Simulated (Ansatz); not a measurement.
# GaAs: relaxing the atoms and single point

Aim: for GaAs, 2 runs in a chain (relaxing the atoms and single point).

Program: Ansatz 0.2.0. Level of theory: DFT PBE, scalar-relativistic, plane waves, PAW, and further levels as typed in the inputs. These are calculated values, not measurements.

**1. The system as given**

Symmetry: R3m, No. 160, trigonal system. The conventional cell has a = 4.033 Å, b = 4.033 Å, c = 10.009 Å, α = 90.00°, β = 90.00°, γ = 120.00°. Around Ga (site symmetry 3m) lie 4 As at 2.47 to 2.50 Å. As (site symmetry 3m) has 4 Ga at 2.47 to 2.50 Å as nearest neighbours.

As a file:

```
Ga As
1.0
     0.02512    2.87675    2.87675
     2.87675    0.02512    2.87675
     2.87675    2.87675    0.02512
Ga As
1 1
Direct
  0.00000 0.00000 0.00000
  0.25000 0.25000 0.25000
```

**2. Relaxing the atoms: GaAs, no spin**

input.yaml

```yaml
crystal:
  lattice:
    - [0.0251244442, 2.8767488887, 2.8767488887]
    - [2.8767488887, 0.0251244442, 2.8767488887]
    - [2.8767488887, 2.8767488887, 0.0251244442]
  atoms:
    - { symbol: Ga, position: [0.0, 0.0, 0.0] }
    - { symbol: As, position: [0.25, 0.25, 0.25] }
scf:
  occupations: { method: gaussian, width: 0.01 }
output:
  forces: true
  stress: true
hamiltonian:
  xc: pbe
kpoints:
  mp_grid: { grid: [8, 8, 8] }
relax:
  f_tol: 0.001
```

Run with:

```bash
ansatz run input.yaml --threads 8 --pin off --max-ram 16384MiB --backend cpu --events-out ev --progress --plain --runs-dir out
```

The program printed (excerpt; [...] marks lines left out):

```text
Warning: output.stress: scf.convergence.dr2_threshold = 1e-9 eV (the default of a walk held to its f_tol) is looser than the 2e-10 eV advised for a printed stress (1e-10 eV for each atom of the cell: 2). What an SCF threshold leaves in a stress goes as its square root, and in the free [...]
Warning: RAYON_NUM_THREADS=8 ignored (pool sized by the plan → 8); use --threads N
[...]
Pseudopotentials: kind: paw
Pseudopotential: Ga, paw, valence charge 13, recommended cutoff 420 eV (normal), Ga.paw.azcp
Pseudopotential: As, paw, valence charge 15, recommended cutoff 420 eV (normal), As.paw.azcp
Functional definition: PBE
[...]
Crystal: 2 atoms, lattice volume = 46.990 Å³
Basis set: ecut = 420 eV, 941 PW (Γ), exchange–correlation on 60×60×60 points (8 copies of the dense FFT grid, shifted against one another)
Bands: 18, of which v1, the nominal top of the filled ones, is band 14 counted from 1 (13 counted from 0)
Symmetry: 6 space group operations
Space group: R3m (ITA 160), of the structure as read, at distance tolerance 3.6e-5 Å
k-points: 65 of 512 (time reversal used)
[...]
SCF iter   1: F=—  HF=-8639.853580 eV  |F-HF|=—  |Δ(HF+E_count)|=         —  Δρ=1.82e-3  dr2=2.65e-3  ethr=1.77e-3  ⟨swp⟩=6.0  Hψ=5458  notcnv=0
[...]
relax step   1: F+E_penalty+E_count = -8639.85269575 eV  Δ(F+E_penalty+E_count) = +0.000e0 eV  max|allowed force component| = 5.275e-2 eV/Å  Δτ_max = 0.0000 Å  (6 SCF iters, dr2 threshold 1.00e-7 eV, accepted)
[...]
relax step   3: F+E_penalty+E_count = -8639.85320252 eV  Δ(F+E_penalty+E_count) = -1.295e-5 eV  max|allowed force component| = 6.061e-5 eV/Å  Δτ_max = 0.0009 Å  (4 SCF iters, dr2 threshold 4.42e-9 eV, accepted)
[...]
relax step   4: F+E_penalty+E_count = -8639.85320253 eV  Δ(F+E_penalty+E_count) = -3.340e-9 eV  max|allowed force component| = 6.629e-5 eV/Å  Δτ_max = 0.0000 Å  (2 SCF iters, accepted)
SCF converged after 2 iterations
Free energy (F): -8639.853203 eV
[...]
E sigma→0 (E₀):  -8639.853203 eV
Fermi energy:    7.788045 eV
[...]
--- Forces (eV/Å), atoms counted from 1 ---
  atom   1  Ga     0.00006419     0.00006419     0.00006419
  atom   2  As    -0.00006840    -0.00006840    -0.00006840
[...]
--- Stress (GPa, compression-positive) ---
        0.534788      -0.458704      -0.458704
       -0.458704       0.534788      -0.458704
       -0.458704      -0.458704       0.534788
  P = ⅓ Tr σ = 0.5348 GPa (5.348 kbar)
--- Relaxed structure (4 steps of the walk, 4 accepted, 0 SCFs on fresh bases) ---
  F+E_penalty+E_count = -8639.85320253 eV   max|allowed force component| = 6.629e-5 eV/Å
  atoms:
    - { symbol: Ga, position: [0.0005502314480018037, 0.0005502314480018039, 0.0005502314480018038] }
    - { symbol: As, position: [0.2494497685519983, 0.2494497685519983, 0.24944976855199819] }
```

Run time: 1.9 s. Hardware: 8 threads of Intel Xeon Platinum 8375C at 2.90GHz (Ice Lake), shared host; peak memory 0.51 GiB.

Step by step:

```csv
step,E - E(step 1) (eV/cell),largest force component (eV/Å)
1,0.0000,0.0527
2,-0.0005,0.0084
3,-0.0005,0.0001
4,-0.0005,0.0001
```

Step 1 is the start.

**3. Single point: HSE06 with spin-orbit coupling, mesh 6×6×6**

It takes the final geometry of step 2.

input.yaml

```yaml
crystal:
  lattice:
    - [0.0251244442, 2.8767488887, 2.8767488887]
    - [2.8767488887, 0.0251244442, 2.8767488887]
    - [2.8767488887, 2.8767488887, 0.0251244442]
  atoms:
    - { symbol: Ga, position: [0.0005502314, 0.0005502314, 0.0005502314] }
    - { symbol: As, position: [0.2494497686, 0.2494497686, 0.2494497686] }
scf:
  occupations: { method: gaussian, width: 0.01 }
  n_extra_bands: 8
output:
  eigenvalues: true
  eigenstates:
    kpoints: [[0, 0, 0], [0.5, 0.5, 0.5], [0.5, 0.5, 0]]
    e_range: [-5, 5]
hamiltonian:
  xc: hse06
  pseudopotentials: { kind: paw_fr }
kpoints:
  mp_grid: { grid: [6, 6, 6] }
magnetization:
  noncollinear: true
  spin_orbit: true
```

Run with:

```bash
ansatz run input.yaml --threads 8 --pin off --max-ram 16384MiB --backend cpu --events-out ev --progress --plain --runs-dir out
```

The program printed (excerpt; [...] marks lines left out):

```text
Warning: RAYON_NUM_THREADS=8 ignored (pool sized by the plan → 8); use --threads N
scf.n_extra_bands = 8 over 28 filled bands (N_el = 28.0): the run solves 36 bands
[...]
Pseudopotentials: kind: paw_fr
Pseudopotential: Ga, paw_fr, valence charge 13, recommended cutoff 420 eV (normal), Ga.paw.azcp#standard-fr
Pseudopotential: As, paw_fr, valence charge 15, recommended cutoff 420 eV (normal), As.paw.azcp#standard-fr
Functional definition: HSE06
[...]
non-collinear run that drives no moment, with spin-orbit: no starting moment large enough to seed its density (crystal.atoms[].spin), no starting occupations that ask for one, no magnetisation constraint and no magnetic field, so the semilocal B_xc is pinned to zero
Crystal: 2 atoms, lattice volume = 46.990 Å³
Basis set: ecut = 420 eV, 941 PW (Γ)
Bands: 36, of which v1, the nominal top of the filled ones, is band 28 counted from 1 (27 counted from 0)
[...]
Projection manifold: j_resolved (fully-relativistic pseudo-atomic orbitals)
[...]
Frozen-core exchange: fock
[...]
SCF iter   5: F=-8640.233398 eV  HF=-8640.233398 eV  |F-HF|=5.51e-9  |Δ(HF+E_count)|=   6.43e-8  Δρ=3.12e-6  dr2=9.02e-9  dr2_m=0.00e0 (ungated)  ethr=1.54e-11  |M|=0.00e0 ∫|m|=0.00e0 μB  |m|>n=0.0e0 m-floor=0.0e0 τ_xc=0.0e0  ⟨swp⟩=3.2  Hψ=4936  notcnv=0
[...]
hybrid outer 2: dexx = +1.467e-6 eV, tail = 6.04e-8 eV, Δε = 2.66e-3 eV (about 1.14e-4 eV left of the loop's levels)
NSCF: frozen V_eff on 3 k-points
hybrid SCF converged: 2 outer / 11 inner (+9 warm-up), last move |dexx| = 1.47e-6 eV, tail = 6.04e-8 eV
Magnetization: |M| = 0.0000 μB,  M = (+0.0000, +0.0000, +0.0000) μB
Absolute magnetization: 0.0000 μB (∫|m|)
  site 0: m = (+0.0000, +0.0000, +0.0000) μB, |m| = 0.0000 μB  (R = 1.02 Å)
  site 1: m = (+0.0000, +0.0000, +0.0000) μB, |m| = 0.0000 μB  (R = 1.02 Å)
Free energy (F): -8640.233398 eV
Frozen-core exchange: fock
[...]
E sigma→0 (E₀):  -8640.233398 eV
Fermi energy:    7.880703 eV
[...]
--- Band table (eV; the first three rows and the last of 32) ---
[...]
```

Run time: 59 s. Hardware: 8 threads of Intel Xeon Platinum 8375C at 2.90GHz (Ice Lake), shared host; peak memory 3.5 GiB.

**4. Results**

| step | level | k mesh | volume (Å³/atom) | pressure (GPa) | energy (eV) | gap on the mesh (eV) | time |
| --- | --- | --- | --- | --- | --- | --- | --- |
| 2 | PBE | 8×8×8 | 23.50 | 0.5 | -8639.853 | n/a | 1.9 s |
| 3 | HSE06 with spin-orbit coupling | 6×6×6 | 23.50 | n/a | -8640.233 | 0.93 | 59 s |

Totals of different systems or levels have different zeros; only balanced differences at one level mean anything.

The rows set the runs side by side; convergence of the settings was not tested in this session.
